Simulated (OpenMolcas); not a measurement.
# Pt⁶⁺ among point charges: CASSCF and CASPT2 levels and susceptibility, part 2 of 2

Aim: the splitting of the states of Pt⁶⁺ in the field of 8 point charges, its lowest levels with spin-orbit coupling and its magnetic susceptibility.

OpenMolcas 26.06; ANO-RCC-VTZP, DKH2, active space 4 electrons in 5 orbitals (5d), orbitals: per spin and parity. Surroundings: 8 point charges of -1.2 e arranged as a cube (Oh), 1.89 Å from the ion.

## 7. CASPT2: IPEA 0.25, imaginary shift 0.1 (closed shells correlated: 5s 5p)

Input file a.inp:

```
>>> COPY JOB001 $Project.JobIph
&CASPT2
Multistate=5 1 2 3 4 5
NoMult
Frozen=14 16
IPEA=0.25
Imaginary=0.1
MaxIter=60
WThr=0.0 0.3 0.05
PrWF=0.5
NoMix
>>> COPY JOB002 $Project.JobIph
&CASPT2
Multistate=45 1 2 3 4 5 6 7 8 9 10 11 12 13 14 15 16 17 18 19 20 21 22
23 24 25 26 27 28 29 30 31 32 33 34 35 36 37 38 39 40 41 42 43 44 45
NoMult
Frozen=14 16
IPEA=0.25
Imaginary=0.1
MaxIter=60
WThr=0.0 0.3 0.05
PrWF=0.5
NoMix
>>> COPY JOB003 $Project.JobIph
&CASPT2
Multistate=50 1 2 3 4 5 6 7 8 9 10 11 12 13 14 15 16 17 18 19 20 21 22
23 24 25 26 27 28 29 30 31 32 33 34 35 36 37 38 39 40 41 42 43 44 45 46
47 48 49 50
NoMult
Frozen=14 16
IPEA=0.25
Imaginary=0.1
MaxIter=60
WThr=0.0 0.3 0.05
PrWF=0.5
NoMix
```

What it wrote:

```text
Orbital specifications:
      -----------------------

      Symmetry species                           1   2
                                                ag  au
      Frozen orbitals                           14  16
      Inactive orbitals                          1   3
      Active orbitals                            5   0
      Secondary orbitals                        22  23
      Deleted orbitals                           0   0
      Number of basis functions                 42  42
Type of calculation                        SS-CASPT2
      Fock operator                              state-specific
      IPEA shift                                 0.25
      Real shift                                 0.00
      Imaginary shift                            0.10
      The input orbitals will be transformed to quasi-canonical
Reference energy:      -18403.6524269055
      E2 (Non-variational):      -0.2623942842
      Shift correction:          -0.0000593542
      E2 (Variational):          -0.2624536384
      Total energy:          -18403.9148805438
      Residual norm:              0.0000009988
      Reference weight:           0.96417
      Contributions to the CASPT2 correlation energy
      Active & Virtual Only:         -0.0324243816
      One Inactive Excited:          -0.1344642442
      Two Inactive Excited:          -0.0955056584
Reference energy:      -18403.6524269055
      E2 (Non-variational):      -0.2624494722
      Shift correction:          -0.0000594080
      E2 (Variational):          -0.2625088802
      Total energy:          -18403.9149357857
      Residual norm:              0.0000009947
      Reference weight:           0.96415
      Contributions to the CASPT2 correlation energy
      Active & Virtual Only:         -0.0324373145
      One Inactive Excited:          -0.1345071476
      Two Inactive Excited:          -0.0955050101
::    CASPT2 Root  1     Total energy: -18403.91488054
::    CASPT2 Root  2     Total energy: -18403.91493579
::    CASPT2 Root  3     Total energy: -18403.91488806
::    CASPT2 Root  4     Total energy: -18403.89338418
::    CASPT2 Root  5     Total energy: -18403.89340853
Orbital specifications:
      -----------------------

      Symmetry species                           1   2
                                                ag  au
      Frozen orbitals                           14  16
      Inactive orbitals                          1   3
      Active orbitals                            5   0
      Secondary orbitals                        22  23
      Deleted orbitals                           0   0
      Number of basis functions                 42  42
Type of calculation                        SS-CASPT2
      Fock operator                              state-specific
      IPEA shift                                 0.25
      Real shift                                 0.00
      Imaginary shift                            0.10
      The input orbitals will be transformed to quasi-canonical
Reference energy:      -18403.5695863539
      E2 (Non-variational):      -0.2691404051
      Shift correction:          -0.0000675134
      E2 (Variational):          -0.2692079185
      Total energy:          -18403.8387942724
      Residual norm:              0.0000003886
      Reference weight:           0.96252
      Contributions to the CASPT2 correlation energy
      Active & Virtual Only:         -0.0390487781
      One Inactive Excited:          -0.1344359480
      Two Inactive Excited:          -0.0956556791
Reference energy:      -18403.5695863539
      E2 (Non-variational):      -0.2695386604
      Shift correction:          -0.0000683028
      E2 (Variational):          -0.2696069632
      Total energy:          -18403.8391933171
      Residual norm:              0.0000004134
      Reference weight:           0.96236
      Contributions to the CASPT2 correlation energy
      Active & Virtual Only:         -0.0392415815
      One Inactive Excited:          -0.1345923823
      Two Inactive Excited:          -0.0957046966
::    CASPT2 Root  1     Total energy: -18403.83879427
::    CASPT2 Root  2     Total energy: -18403.83919332
::    CASPT2 Root  3     Total energy: -18403.83853785
::    CASPT2 Root  4     Total energy: -18403.83005822
::    CASPT2 Root  5     Total energy: -18403.83055915
::    CASPT2 Root  6     Total energy: -18403.83050752
::    CASPT2 Root  7     Total energy: -18403.82486570
::    CASPT2 Root  8     Total energy: -18403.82504721
::    CASPT2 Root  9     Total energy: -18403.82433747
::    CASPT2 Root 10     Total energy: -18403.81513523
::    CASPT2 Root 11     Total energy: -18403.81541664
::    CASPT2 Root 12     Total energy: -18403.81599297
::    CASPT2 Root 13     Total energy: -18403.81603635
::    CASPT2 Root 14     Total energy: -18403.81599851
::    CASPT2 Root 15     Total energy: -18403.81502478
::    CASPT2 Root 16     Total energy: -18403.81484064
::    CASPT2 Root 17     Total energy: -18403.81500749
::    CASPT2 Root 18     Total energy: -18403.80275647
::    CASPT2 Root 19     Total energy: -18403.80376940
::    CASPT2 Root 20     Total energy: -18403.80366506
::    CASPT2 Root 21     Total energy: -18403.80375775
::    CASPT2 Root 22     Total energy: -18403.79995826
::    CASPT2 Root 23     Total energy: -18403.79995833
::    CASPT2 Root 24     Total energy: -18403.79978442
::    CASPT2 Root 25     Total energy: -18403.79793078
::    CASPT2 Root 26     Total energy: -18403.79767131
::    CASPT2 Root 27     Total energy: -18403.79034612
::    CASPT2 Root 28     Total energy: -18403.78140895
::    CASPT2 Root 29     Total energy: -18403.78138767
::    CASPT2 Root 30     Total energy: -18403.78143105
Orbital specifications:
      -----------------------

      Symmetry species                           1   2
                                                ag  au
      Frozen orbitals                           14  16
      Inactive orbitals                          1   3
      Active orbitals                            5   0
      Secondary orbitals                        22  23
      Deleted orbitals                           0   0
      Number of basis functions                 42  42
Type of calculation                        SS-CASPT2
      Fock operator                              state-specific
      IPEA shift                                 0.25
      Real shift                                 0.00
      Imaginary shift                            0.10
      The input orbitals will be transformed to quasi-canonical
Reference energy:      -18403.5401866902
      E2 (Non-variational):      -0.2680807103
      Shift correction:          -0.0000595849
      E2 (Variational):          -0.2681402952
      Total energy:          -18403.8083269854
      Residual norm:              0.0000001379
      Reference weight:           0.96376
      Contributions to the CASPT2 correlation energy
      Active & Virtual Only:         -0.0387892636
      One Inactive Excited:          -0.1340514891
      Two Inactive Excited:          -0.0952399576
Reference energy:      -18403.5255332504
      E2 (Non-variational):      -0.2728422832
      Shift correction:          -0.0000647666
      E2 (Variational):          -0.2729070498
      Total energy:          -18403.7984403002
      Residual norm:              0.0000002569
      Reference weight:           0.96210
      Contributions to the CASPT2 correlation energy
      Active & Virtual Only:         -0.0390620043
      One Inactive Excited:          -0.1401789913
      Two Inactive Excited:          -0.0936012877
::    CASPT2 Root  1     Total energy: -18403.80832699
::    CASPT2 Root  2     Total energy: -18403.79844030
::    CASPT2 Root  3     Total energy: -18403.79837548
::    CASPT2 Root  4     Total energy: -18403.79771843
::    CASPT2 Root  5     Total energy: -18403.78610405
::    CASPT2 Root  6     Total energy: -18403.78611991
::    CASPT2 Root  7     Total energy: -18403.78628537
::    CASPT2 Root  8     Total energy: -18403.77757740
::    CASPT2 Root  9     Total energy: -18403.77741002
::    CASPT2 Root 10     Total energy: -18403.77603412
::    CASPT2 Root 11     Total energy: -18403.77139344
::    CASPT2 Root 12     Total energy: -18403.77147191
::    CASPT2 Root 13     Total energy: -18403.77139770
::    CASPT2 Root 14     Total energy: -18403.77033012
::    CASPT2 Root 15     Total energy: -18403.77024324
::    CASPT2 Root 16     Total energy: -18403.77018417
::    CASPT2 Root 17     Total energy: -18403.77057722
::    CASPT2 Root 18     Total energy: -18403.75934631
::    CASPT2 Root 19     Total energy: -18403.75937361
::    CASPT2 Root 20     Total energy: -18403.75580045
::    CASPT2 Root 21     Total energy: -18403.75556925
::    CASPT2 Root 22     Total energy: -18403.75565672
::    CASPT2 Root 23     Total energy: -18403.75496789
::    CASPT2 Root 24     Total energy: -18403.75523210
::    CASPT2 Root 25     Total energy: -18403.75511267
::    CASPT2 Root 26     Total energy: -18403.74380068
::    CASPT2 Root 27     Total energy: -18403.73315097
::    CASPT2 Root 28     Total energy: -18403.73275259
::    CASPT2 Root 29     Total energy: -18403.72808238
::    CASPT2 Root 30     Total energy: -18403.72049410
```

This run: 17 s of run time, 1 thread of Arm Neoverse V1, shared host.

SS-CASPT2: lowest energy less the reference's lowest, -0.2625 hartree; reference weights 0.953 to 0.964.

Spin-free states, with their symmetry labels:

| state | degeneracy | E (cm-1) | free-ion L (%) |
| --- | --- | --- | --- |
| 5T2 | 3 | 0 | D (100) |
| 5E | 2 | 4720 | D (100) |
| 3T1 | 3 | 16693 | H (66) |
| 3T2 | 3 | 18551 | H (79) |
| 3T1 | 3 | 19786 | H (68) |
| 3T2 | 3 | 21704 | G (73) |
| 3E | 2 | 21865 | H (87) |
| 3T1 | 3 | 21935 | P (60) |
| 1A1 | 1 | 23390 | I (51) |
| 3T2 | 3 | 24399 | F (71) |
| 3A2 | 1 | 24613 | F (100) |
| 3T1 | 3 | 25240 | H (41) |
| 1T1 | 3 | 25618 | I (69) |
| 3E | 2 | 25701 | G (85) |
| 3A1 | 1 | 27337 | G (100) |
| 1T2 | 3 | 28253 | I (96) |
| 3T1 | 3 | 29298 | G (49) |
| 3T2 | 3 | 29450 | D (93) |
| 1E | 2 | 30158 | G (64) |
| 1A1 | 1 | 30478 | I (47) |
| 1T2 | 3 | 31490 | I (75) |
| 1T1 | 3 | 31729 | G (68) |
| 1A2 | 1 | 31730 | I (98) |
| 3E | 2 | 31954 | D (96) |

With spin-orbit coupling:

```tsv
E (cm-1)	Degeneracy	Label	2S+1
0	1	A1	5
7630	3	T1	5
12830	3	T2	5
14280	2	E	5
16770	3	T1	5
17790	3	T2	5
19880	1	A2	5
20020	1	A1	3
20030	2	E	3
20350	3	T1	5
20610	3	T2	5
25720	1	A1	5
28860	3	T1	3
28880	2	E	3
29490	3	T2	3
30880	1	A1	3
31350	1	A2	3
33010	3	T2	3
33670	3	T1	3
34380	3	T2	3
34620	2	E	3
34880	3	T1	3
36490	3	T2	3
36930	3	T1	3
```

Powder χT (cm³ K/mol): 0.00 at 2 K, 0.00 at 5 K, 0.00 at 10 K, 0.00 at 20 K, 0.01 at 50 K, 0.01 at 100 K, 0.02 at 150 K, 0.02 at 200 K, 0.03 at 250 K, 0.03 at 300 K.

## 8. The methods side by side

A. CASSCF
B. SS-CASPT2, IPEA 0.25, imaginary shift 0.1 (closed shells correlated: 5s 5p)

| method | ground state | first state of that spin (cm-1) | first gap with spin-orbit (cm-1) | χT at 300 K |
| --- | --- | --- | --- | --- |
| A | 5T2 | 5E 4538 | 6998.6 | 0.04 |
| B | 5T2 | 5E 4720 | 7629.1 | 0.03 |

## 9. Summary of results

The summary covers parts 1 to 2.

| quantity | value |
| --- | --- |
| method | SS-CASPT2, IPEA 0.25, imaginary shift 0.1 (closed shells correlated: 5s 5p) |
| spin-free ground state | 5T2, 3-fold in its orbital part |
| first state of the same spin within the active space | 5E at 4720 cm⁻¹ |
| lowest level | 1-fold A1 |
| next level | 7629.1 cm⁻¹ |
| χT at 300 K | 0.03 cm³ K/mol |
| effective moment at 300 K | 0.50 μB |

Cost by method:

| method | time of its own steps | time with the reference |
| --- | --- | --- |
| A. CASSCF | 25 s | 25 s |
| B. SS-CASPT2, IPEA 0.25, imaginary shift 0.1, +5s 5p | 17 s | 43 s |

Times are of one thread on a shared host.

In words: The spin-free ground state (5T2) comes to 100 % from free-ion D terms and keeps the highest spin of the shell. χT at 300 K is 0.03, against 3.01 cm³ K/mol for the spin alone, so spin-orbit coupling lowers it. An active space of the d shell alone favours high spin; real ions in strong fields can be low spin. CASPT2 does not keep the components of a term degenerate, and the means are used. The field of point charges can differ much from that of real complexes. With metal d orbitals alone active, the gaps between spin states are rough; where two lie within a few thousand cm-1, their order is open. Point charges carry no covalency, so the field is a model and not that of real ligands.
